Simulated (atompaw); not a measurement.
# Potassium: generating and testing a PAW (atompaw) potential

Task: generate the file, and judge it by its logarithmic derivatives, its ghosts and its cutoff.

The numbers are computed with atompaw 4.2.0.5 (LDA (PW92), scalar-relativistic, spin-unpolarised reference atom).

**1. Settings**

Typed settings, in words:

```json
{"element": "potassium (K, Z = 19)", "type": "PAW", "frozen core": "[Ne] 3s2", "valence charge": "7", "reference configuration": "3p6 4s1 4p0", "partial waves": "4s (bound): rc 3.00 bohr; 4s channel at 3.55 Ry: rc 3.00 bohr; 3p (bound): rc 1.90 bohr; 4p (bound, empty): rc 3.00 bohr; 3d channel at 0.05 Ry: rc 3.00 bohr; 3d channel at 1.4 Ry: rc 3.00 bohr", "local potential": "bessel scheme, radius 2.95 bohr", "core correction": "smooth core density matched at 1.65 bohr", "augmentation charge": "sinc compensation charge, radius 2.25 bohr; PAW radius 3.00 bohr; waves and projectors: custom polynom vanderbiltortho"}
```

**2. The generation run**

File K.input:

```
K 19
LDA-PW scalarrelativistic loggrid 1500 logderivrange -3 5 201
4 4 0 0 0 0
4 0 1
4 1 0
0 0 0
c
c
c
v
c
v
v
2
3.00 2.25 2.95 1.65
y
3.55
n
n
y
0.05
y
1.4
n
custom polynom vanderbiltortho sinc
bessel
3.00
3.00
1.90
3.00
3.00
3.00
PWSCFOUT
UPFDX 0.0125d0 UPFXMIN -7.d0 UPFZMESH 19.d0
END
```

The run is started by

```
atompaw < K.input > K.log
```

**Question.** What will these runs give? Wanted: cutoffs for 10 and 1 mRy, occupied levels; bound ghosts; largest phase difference near zero energy, channels read; lowest eigenvalue of the overlap; share of valence orbitals outside the PAW sphere; UPF file.

**Answer**, as computed:

| quantity | value |
| --- | --- |
| cutoffs for 10 and 1 mRy, occupied levels | 21 Ry and 35 Ry |
| bound ghosts | none found |
| largest phase difference near zero energy, channels read | 0.040 rad |
| lowest eigenvalue of the overlap (Bessel basis) | 0.130 (s) |
| share of valence orbitals outside the PAW sphere | 4s 86 %, 3p 2 %, 4p 96 % |
| UPF file | written |

It counts as soft on the atom at that tolerance, with 21 Ry needed at the looser tolerance. The slowest occupied level is 3p: taken alone it needs 21 Ry to come within 1 mRy, against 6 Ry or less for 4s. No bound ghost shows below the valence levels. Near zero energy the largest phase difference among the channels read is 0.04 rad, in the s channel. These are tests on the free atom; a crystal test is still owed.
